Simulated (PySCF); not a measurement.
# SnOOH: structure of the doublet

The task is one start of a wider search on SnOOH: the doublet, from a bent start. It is relaxed, tested by its Hessian and followed downhill if it is a saddle.

Computed with PySCF 2.14.0. Level: PBE0, basis Sn def2-TZVP with ECP28, O def2-TZVP, H def2-TZVP, scalar-relativistic core potentials, no spin–orbit coupling, density fitting.

## (1) The system as given

4 atoms, charge 0, spin multiplicity 2.

Bond lengths: Sn1–O2 1.870 Å, Sn1–O3 2.030 Å, O3–H4 0.960 Å. Angles: O2–Sn1–O3 110.0°, Sn1–O3–H4 130.0°.

```xyz
4
charge 0 multiplicity 2
Sn    0.0000    0.0000    0.0000
O     1.5318    0.0000    1.0726
O    -1.6629    0.0000    1.1644
H    -2.1684    0.7354    1.5183
```

## (2) Finding the electronic state

The steps below are one call of a driver around PySCF. For each, scf.py gives the equivalent set-up of the SCF; relaxations use the driver's own optimiser. After this first run the driver tries any further starts and a stability analysis.

scf.py reads:

```python
from pyscf import gto, scf, dft
mol = gto.M(atom='''
Sn     0.000000     0.000000     0.000000
O      1.531800     0.000000     1.072600
O     -1.662900     0.000000     1.164400
H     -2.168400     0.735400     1.518300''',
    basis={'Sn': 'def2-TZVP', 'O': 'def2-TZVP', 'H': 'def2-TZVP'},
    ecp={'Sn': 'def2-TZVP'},
    charge=0, spin=1)
mf = dft.UKS(mol, xc='PBE0')
mf.grids.atom_grid = (50, 194)
aux = {'Sn': 'def2-universal-JKFIT', 'O': 'def2-universal-JKFIT', 'H': 'def2-universal-JKFIT'}
mf = mf.density_fit(auxbasis=aux)
mf.conv_tol = 1e-08
mf.diis_space = 10
mf.max_cycle = 60
mf.init_guess = 'minao'
mf.verbose = 4
mf.kernel()
```

The run is started by

```bash
$ OMP_NUM_THREADS=4 python axn.py task.json out
```

The runs that follow: Bent start, doublet: relaxation; Frequencies.

**Question.** What will these runs give? Wanted: minimum; geometry; wavenumbers; dipole moment; highest occupied, lowest empty level; polar-tensor charge of Sn1; zero-point energy; atomisation energy; ⟨S²⟩.

As calculated:

| quantity | value |
| --- | --- |
| minimum | doublet, Cs |
| geometry | O–H 0.962 Å, Sn–O 1.974 Å, Sn–O 1.997 Å; H–O–Sn 114.8°, O–Sn–O 94.5° |
| wavenumbers (cm⁻¹) | 142 (a'), 401 (a''), 538 (a'), 605 (a'), 752 (a'), 3865 (a') |
| dipole moment | 1.50 D |
| highest occupied, lowest empty level (either spin) | -7.86, -3.92 eV |
| polar-tensor charge of Sn1 | +0.90 e |
| zero-point energy | 37.7 kJ/mol |
| entropy at 298.15 K | 300.5 J/(mol K) |
| atomisation energy (no zero-point energy) | 1153 kJ/mol |
| ⟨S²⟩ | 0.757 |

From C1 at the start the molecule goes to a Cs minimum. In the infrared the band at 401 cm⁻¹ (a'') leads. Only this shape and spin were tried, so other structures or states may lie lower. With an element this heavy the missing spin–orbit coupling can shift these numbers.
